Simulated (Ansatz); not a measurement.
The system is NaLaMnMoO6.

```
CELL_PARAMETERS angstrom
-2.72294 2.72294 3.89889
2.72294 -2.72294 3.89889
2.72294 2.72294 -3.89889
ATOMIC_POSITIONS crystal
Na 0.25000 0.75000 0.50000
La 0.75000 0.25000 0.50000
Mn 0.50000 0.50000 0.00000
Mo 0.00000 0.00000 0.00000
O 0.20766 0.29607 0.50371
O 0.29605 0.79234 0.08841
O 0.79236 0.70395 0.49629
O 0.70393 0.20764 0.91159
O 0.25194 0.25194 0.00000
O 0.74806 0.74806 0.00000
```

The cell was built by a generator and needn't be a form met in nature.

Base run:

- Program: Ansatz 0.2.0
- Functional: PBEsol
- Potentials or basis: Ansatz PAW
- Cutoff: 420 eV (not typed: the program's choice for these potentials)
- k mesh: 7 × 7 × 7
- Occupations: fermi-dirac, width 0.05 eV
- Spin: collinear spin, ferromagnetic start
- Starting moments: [0.0, 0.0, 4.0, 1.0, 0.0, 0.0, 0.0, 0.0, 0.0, 0.0] μB

Its results: band gap on the k mesh none (metal or under the smearing width); pressure -6.3 GPa; net moment 2.05 μB per cell; site moments Na +0.00; La -0.01; Mn +2.24; Mo -0.33; O +0.01 μB; largest force 0.160 eV/Å.

Question: After a change of settings the same cell gave: band gap on the k mesh none (metal or under the smearing width); pressure -1.4 GPa; net moment 2.37 μB per cell; site moments Na +0.00; La -0.01; Mn +2.78; Mo -0.48; O +0.01 μB; largest force 0.285 eV/Å. Which change was it?
A. functional from PBEsol to r2SCAN0; cutoff from 420 eV (not typed: the program's choice for these potentials) to 500 eV (not typed: the program's choice for these potentials); k mesh from 7 × 7 × 7 to 3 × 3 × 3
B. functional from PBEsol to HSE03; k mesh from 7 × 7 × 7 to 3 × 3 × 3
C. functional from PBEsol to r2SCANh; cutoff from 420 eV (not typed: the program's choice for these potentials) to 500 eV (not typed: the program's choice for these potentials); k mesh from 7 × 7 × 7 to 3 × 3 × 3
D. functional from PBEsol to r2SCAN; cutoff from 420 eV (not typed: the program's choice for these potentials) to 500 eV (not typed: the program's choice for these potentials)

Answer: D.

Caveats: spin-orbit coupling is left out, which moves the levels of the heavy elements; a cell with one magnetic atom can't hold antiferromagnetic order, which such compounds often take; semilocal functionals often make such compounds metallic where correlation or magnetic order opens a gap, which also shifts bond lengths; the PAW data sets come from PBE, with cores solved anew for the run's functional, which leaves a small shift of forces and pressure; the starting moments weren't kept; the magnetic or orbital state may not be the lowest (some runs).

Runs at the PBE level aren't shown here.
